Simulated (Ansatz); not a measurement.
**C2H8BNO: a ladder of functionals and wavefunction methods**

The task here is to estimate one member of a computed series from the others.

Method: functionals in def2-TZVPP, the program's frozen cores in correlated methods; program: Ansatz 0.2.0, Gaussian basis.

The runs, in order: PBE-D4, r2SCAN-D4, PBE0-D4, B3LYP-D4, ωB97X-V, ωB97M-V, B2PLYP; CCSD(T)/def2-TZVPP; MP2/def2-QZVPP; extrapolation to the limit.

### The geometry

An earlier PBE0-D4 in a triple-zeta def2 set relaxation fixed the geometry.

SMILES `CBOCN`, 13 atoms, charge 0, spin multiplicity 1.

Atoms are counted from 1 here; the program's logs count them from 0.

Bond lengths: C1–B2 1.560 Å, C1–H6 1.091 Å, C1–H7 1.095 Å, C1–H8 1.096 Å, B2–O3 1.351 Å, B2–H9 1.207 Å, O3–C4 1.416 Å, C4–N5 1.434 Å, C4–H10 1.094 Å, C4–H11 1.097 Å, N5–H12 1.011 Å, N5–H13 1.009 Å. Angles: B2–C1–H6 113.4°, B2–C1–H7 110.6°, B2–C1–H8 109.6°, H6–C1–H7 108.9°, H6–C1–H8 108.6°, H7–C1–H8 105.4°, C1–B2–O3 119.7°, C1–B2–H9 121.9°, O3–B2–H9 118.4°, B2–O3–C4 120.7°, O3–C4–N5 110.1°, O3–C4–H10 110.0°, O3–C4–H11 105.2°, N5–C4–H10 108.3°, N5–C4–H11 114.3°, H10–C4–H11 108.9°, C4–N5–H12 112.5°, C4–N5–H13 111.8° and more.

As a file:

```xyz
13

C    -2.1528    0.0157   -0.9890
B    -0.7695   -0.4434   -0.4324
O    -0.1840    0.2543    0.5652
C     1.1105   -0.0889    1.0246
N     2.1035    0.6291    0.2804
H    -2.5523    0.8973   -0.4844
H    -2.8852   -0.7959   -0.9189
H    -2.0640    0.2366   -2.0591
H    -0.2056   -1.4232   -0.8560
H     1.2842   -1.1604    0.8854
H     1.1035    0.1326    2.0986
H     2.2436    1.5673    0.6289
H     2.9887    0.1443    0.2716
```

Set-up of the first run:

The input, in.yaml:

```yaml
crystal:
  periodic: [false, false, false]
  atoms:
    - {symbol: C, position_ang: [-2.152774, 0.015712, -0.988968]}
    - {symbol: B, position_ang: [-0.769514, -0.443417, -0.432436]}
    - {symbol: O, position_ang: [-0.184027, 0.254343, 0.565178]}
    - {symbol: C, position_ang: [1.110494, -0.088860, 1.024597]}
    - {symbol: N, position_ang: [2.103467, 0.629111, 0.280441]}
    - {symbol: H, position_ang: [-2.552337, 0.897259, -0.484412]}
    - {symbol: H, position_ang: [-2.885162, -0.795860, -0.918862]}
    - {symbol: H, position_ang: [-2.063996, 0.236574, -2.059079]}
    - {symbol: H, position_ang: [-0.205596, -1.423233, -0.855987]}
    - {symbol: H, position_ang: [1.284246, -1.160396, 0.885367]}
    - {symbol: H, position_ang: [1.103476, 0.132582, 2.098560]}
    - {symbol: H, position_ang: [2.243616, 1.567305, 0.628890]}
    - {symbol: H, position_ang: [2.988709, 0.144279, 0.271612]}
basis:
  gaussian: {orbitals: def2-TZVPP}
hamiltonian: {xc: pbe, dispersion: d4}
output: {forces: true, orbitals: {seedname: orbitals}}
```

On the command line:

```console
> ansatz run in.yaml --threads 4 --pin off --events-out ev --progress --plain --max-ram 10444MiB
```

Among the steps run: PBE-D4 (GGA); r2SCAN-D4 (meta-GGA); PBE0-D4 (hybrid); B3LYP-D4 (hybrid); ωB97X-V (range-separated); ωB97M-V (range-separated); B2PLYP (double hybrid); CCSD(T) in def2-TZVPP; MP2 in def2-QZVPP.

One table of the session follows, with a row left open; its other results are not shown here.

It belongs to the step «Atomisation energies». 

| method | atomisation energy (kJ/mol) |
| --- | --- |
| PBE-D4 | 5114.9 |
| r2SCAN-D4 | 5015.1 |
| PBE0-D4 | 5024.6 |
| B3LYP-D4 | ? |
| ωB97X-V | 5018.7 |
| ωB97M-V | 5030.7 |
| B2PLYP | 4970.1 |
| HF/def2-TZVPP | 3662.8 |
| MP2/def2-TZVPP | 4945.5 |
| CCSD/def2-TZVPP | 4809.6 |
| CCSD(T)/def2-TZVPP | 4875.5 |
| MP2/CBS | 5068.3 |
| CCSD(T)/CBS | 4998.3 |

Q: Estimate the row for B3LYP-D4 from the others.

**Answer.** atomisation energy (kJ/mol): 5025.8. In the column «atomisation energy (kJ/mol)» it lies between PBE0-D4 (5024.6) and ωB97M-V (5030.7).
